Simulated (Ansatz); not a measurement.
## Pb, space group Im-3m: a comparison of functionals at one structure, step by step

Computed with Ansatz's Python interface.

Notebook, run cell by cell (the value of a cell's last expression is shown):

In [1]:
```python
from dataclasses import dataclass
import warnings

import ansatz as az
from tabulate import tabulate


@dataclass(frozen=True)
class RunConfig:
    kmesh: tuple[int, ...] = (9, 9, 9)
    occupations: str = "cold"
    smearing_width: float = 0.15


cfg = RunConfig()
```

In [2]:
```python
warnings.simplefilter("ignore", az.DeckWarning)
```

In [3]:
```python
pb = (
    az.Lattice.bcc(3.959319)
    .space_group(229)
    .atom("Pb", (0.0, 0.0, 0.0))
    .primitive()
)

calc = pb.calculation()
calc = calc.pseudopotentials("paw")
calc = calc.kpoints(*cfg.kmesh).occupations(cfg.occupations, width=cfg.smearing_width)
calc = calc.stress()
```

In [4]:
```python
rows = []
for value in ["pbesol", "r2scan", "lda"]:
    data = calc.functional(value).run(threads=1, backend="cpu").report
    rows.append((value, data["free_energy_ev"] / len(data["lattice"]["sites"]), data["n_iterations"], sum(data["stress_gpa"][i][i] for i in range(3)) / 3, data["n_kpoints"]))
```

In [5]:
```python
print(tabulate(rows, headers=["functional", "F/atom (eV)", "iterations", "P (GPa)", "k-points"], floatfmt=".4f", tablefmt="simple"))
```
```text
functional      F/atom (eV)    iterations    P (GPa)    k-points
------------  -------------  ------------  ---------  ----------
pbesol          -11754.8820             5    -1.9886          35
r2scan          -11920.7981             5    -0.4318          35
lda             -11602.2768             5    -3.4297          35
```

From lowest to highest: LDA (-3.4 GPa), PBEsol (-2.0 GPa) and r2SCAN (-0.4 GPa). At a fixed cell a lower pressure usually means a smaller equilibrium volume, so LDA prefers the smallest cell and r2SCAN the largest.

Caveats:
- The mesh is modest for a metal, so energies can be off by several to tens of meV an atom and pressures by half a GPa or more; differences at equal mesh fare better.
- Pressure is positive in compression.
- Spin-orbit coupling, which matters for elements this heavy, is left out.
- This isn't the structure that Pb takes at ambient conditions.
- Total energies of different functionals can't be compared; pressures, moments and gaps at this one structure can.
- Wall time of the script: 4 s on 1 thread of Arm Neoverse V1 (shared host), peak memory 0.43 GiB.

(Lines on the test bed's own set-up are left out of the output.)
